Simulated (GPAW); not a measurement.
## K3Ge in GPAW: convergence with bands over the usual count

Input of the first run (bands over the usual count 0.72); the others differ in this setting and in those tied to it:

run.py

```python
from ase.dft.bandgap import bandgap
from ase.io import read, write
from ase.units import GPa
from gpaw import GPAW, PW

atoms = read('POSCAR')

calc = GPAW(mode=PW(600),
            xc='RPBE',
            kpts={'size': (4, 4, 4), 'gamma': True},
            occupations={'name': 'fermi-dirac', 'width': 0.05},
            nbands=20,
            convergence={'density': 1e-05, 'energy': 1e-05},
            maxiter=100,
            txt='gpaw.txt')
atoms.calc = calc
energy = atoms.get_potential_energy()
forces = atoms.get_forces()
stress = atoms.get_stress()
calc.write('gs.gpw')
write('result.traj', atoms)
print(f'Energy: {energy:.6f} eV')
print('Forces (eV/A):')
print(forces.round(4))
print('Stress (GPa):', (stress / GPa).round(3))
print('Fermi level:', round(calc.get_fermi_level(), 4), 'eV')
print(f'Gap: {bandgap(calc)[0]:.4f} eV, direct: {bandgap(calc, direct=True)[0]:.4f} eV')
```

POSCAR

```
K3Ge
1.0
    0.0000000000      4.3110110000      4.3110110000
    4.3110110000      0.0000000000      4.3110110000
    4.3110110000      4.3110110000      0.0000000000
Ge K
1 3
Direct
    0.0000000000      0.0000000000      0.0000000000
    0.5000000000      0.5000000000      0.5000000000
    0.7500000000      0.7500000000      0.7500000000
    0.2500000000      0.2500000000      0.2500000000
```

Potentials or basis: the program's PAW data sets (release 1.2.1) made for this functional, pw.

Run with:

```console
$ OMP_NUM_THREADS=1 python run.py
```

The cell comes from a database or a generator and needn't be the stable form of this composition.

Hardware: 1 thread of Intel(R) Xeon(R) Platinum 8259CL CPU @ 2.50GHz (Skylake/Cascade Lake), with other jobs on the host.

| bands over the usual count | energy less the tightest run, at zero smearing (meV/atom) | SCF cycles | CPU time (s) | peak memory (GiB) |
| --- | --- | --- | --- | --- |
| 0.72 | 0.00 | 10 | 26 | 0.21 |
| 0.8 | 0.00 | 10 | 26 | 0.21 |
| 0.9 | 0.00 | 10 | 29 | 0.22 |
| 1 | 0.00 | 10 | 30 | 0.22 |
| 1.3 | 0.00 | 10 | 36 | 0.23 |
| 1.7 | 0.00 | 10 | 45 | 0.24 |
| 2.5 | 0.00 | 10 | 66 | 0.26 |

Against the tightest run, the energy stays within 1 meV/atom from 0.72 on. The tightest run that finished is the yardstick and may itself not be fully converged.
